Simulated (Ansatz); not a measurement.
# HfC: strong compression

An exercise on one series of results from a longer session: the logs are not shown, and one member is left open.

Computed with Ansatz 0.2.0 (DFT PBE, with the methods named in each step, unless a step's input says otherwise).

**The system as given**

Symmetry: Fm-3m, No. 225, cubic system. Conventional cell: a = 4.317 Å, b = 4.317 Å, c = 4.317 Å, α = 90.00°, β = 90.00°, γ = 90.00°. Around Hf (site symmetry m-3m) lie 6 C at 2.16 Å. C (site symmetry m-3m) is surrounded by 6 Hf at 2.16 Å.

As a file:

```xyz
2
Lattice="0.0000 2.1586 2.1586 2.1586 0.0000 2.1586 2.1586 2.1586 0.0000" Properties=species:S:1:pos:R:3 pbc="T T T"
Hf    0.0000    0.0000    0.0000
C     2.1586    2.1586    2.1586
```

Whether this phase is the stable one at these pressures isn't tested.

Atoms are numbered in the order of the input: Hf1, C2.

Set-up of the first run:

Contents of input.yaml:

```yaml
crystal:
  lattice:
    - [0.0, 2.1586006647, 2.1586006647]
    - [2.1586006647, 0.0, 2.1586006647]
    - [2.1586006647, 2.1586006647, 0.0]
  atoms:
    - { symbol: Hf, position: [0.0, 0.0, 0.0] }
    - { symbol: C, position: [0.5, 0.5, 0.5] }
kpoints:
  mp_grid: { grid: [15, 15, 15] }
scf:
  occupations: { method: fermi_dirac, width: 0.08 }
hamiltonian:
  xc: pbe
  pseudopotentials: { kind: paw }
output:
  forces: true
  stress: true
  write_density: true
  write_potential: true
  elf: true
  volumetric_format: npy
relax:
  f_tol: 0.005
  max_steps: 40
  cell: {}
```

Launch:

```bash
$ ansatz run input.yaml --threads 1 --pin off --max-ram 2048MiB --backend cpu --events-out ev --progress --plain --runs-dir out
```

Steps of the session up to this table: Cell relaxed at zero pressure, PAW; More of the same log: cell relaxed at zero pressure; Volume scaled by 1, PAW; Volume scaled by 0.9, PAW; Volume scaled by 0.8, PAW; Volume scaled by 0.7, PAW; Volume scaled by 0.6, PAW; Volume scaled by 0.5, PAW; Volume scaled by 0.4, PAW; Volume scaled by 0.4, PAW (level accurate).

One table of the session follows, with a row left open; its other results are not shown here.

```
              method  volume over the first  volume (Å³/atom)  pressure (GPa)
                 PAW                      1            12.577            0.04
                 PAW                    0.9            11.319           30.34
                 PAW                    0.8            10.062           80.75
                 PAW                    0.7                 ?               ?
                 PAW                    0.6             7.546          320.53
                 PAW                    0.5             6.289          609.46
                 PAW                    0.4             5.031         1195.92
PAW (level accurate)                    0.4             5.031         1198.57
```

**Question.** Estimate the row for PAW, 0.7.

As computed: volume (Å³/atom): 8.804; pressure (GPa): 166.73. In the column «volume (Å³/atom)» it lies between PAW, 0.6 (7.546) and PAW, 0.8 (10.062).

Limits of these values: At pressures up to 1199 GPa the PAW spheres may overlap and frozen cores may not hold, so those PAW values are rough without an all-electron check.
